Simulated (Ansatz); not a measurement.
**Mg: one contact scaled**

The task here is to estimate one member of a computed series from the others.

Method: DFT PBEsol, with the methods named in each step, in Ansatz 0.2.0.

2 further runs of the same task are left out: 2 that didn't finish. Runs told in other sessions of the task aren't counted.

## The system as given

The structure is cubic, space group Fd-3m (No. 227). Conventional cell: a = 6.121 Å, b = 6.121 Å, c = 6.121 Å, α = 90.00°, β = 90.00°, γ = 90.00°. Around Mg (site symmetry -43m) lie 4 Mg at 2.65 Å.

Coordinates:

```xyz
2
Lattice="0.0000 3.0606 3.0606 3.0606 0.0000 3.0606 3.0606 3.0606 0.0000" Properties=species:S:1:pos:R:3 pbc="T T T"
Mg   -0.7652   -0.7652   -0.7652
Mg    0.7652    0.7652    0.7652
```

Atoms are numbered in the order of the input: Mg1, Mg2.

Set-up of the first run:

input.yaml reads:

```yaml
crystal:
  lattice:
    - [0.0, 3.0606187252, 3.0606187252]
    - [3.0606187252, 0.0, 3.0606187252]
    - [3.0606187252, 3.0606187252, 0.0]
  atoms:
    - { symbol: Mg, position: [-0.125, -0.125, -0.125] }
    - { symbol: Mg, position: [0.125, 0.125, 0.125] }
kpoints:
  mp_grid: { grid: [9, 9, 9] }
scf:
  occupations: { method: fermi_dirac, width: 0.05 }
hamiltonian:
  xc: pbesol
  pseudopotentials: { kind: paw }
output:
  forces: true
  stress: true
  eigenvalues: true
  populations: true
  write_density: true
  write_potential: true
  elf: true
  volumetric_format: npy
```

The run is started by

```
ansatz run input.yaml --threads 1 --pin off --max-ram 2048MiB --backend cpu --events-out ev --progress --plain --runs-dir out
```

Steps of the session up to this table: Shortest bond scaled by 1, PAW; Shortest bond scaled by 1.1, PAW; Shortest bond scaled by 0.94, PAW; Shortest bond scaled by 0.88, PAW; Shortest bond scaled by 0.82, PAW; Shortest bond scaled by 0.82, PAW (source ansatz).

One table of the session follows, with a row left open; its other results are not shown here.

```
             method  length (Å)  F from the given length (eV/cell)  force along the bond (eV/Å)  pressure (GPa)  largest force (eV/Å)
                PAW       2.173                              0.719                        3.747            9.00                 3.747
                PAW       2.333                              0.271                        1.993            7.57                 1.993
                PAW       2.492                              0.057                        0.780            6.80                 0.780
                PAW       2.651                                  ?                            ?               ?                     ?
                PAW       2.916                              0.094                       -0.582            6.97                 0.582
PAW (source ansatz)       2.173                                  –                        3.753            9.00                 3.753
```

**Question.** Estimate the row for PAW, 2.651.

The run gave: F from the given length (eV/cell): 0.000; force along the bond (eV/Å): 0.000; pressure (GPa): 6.57; largest force (eV/Å): 0.000.
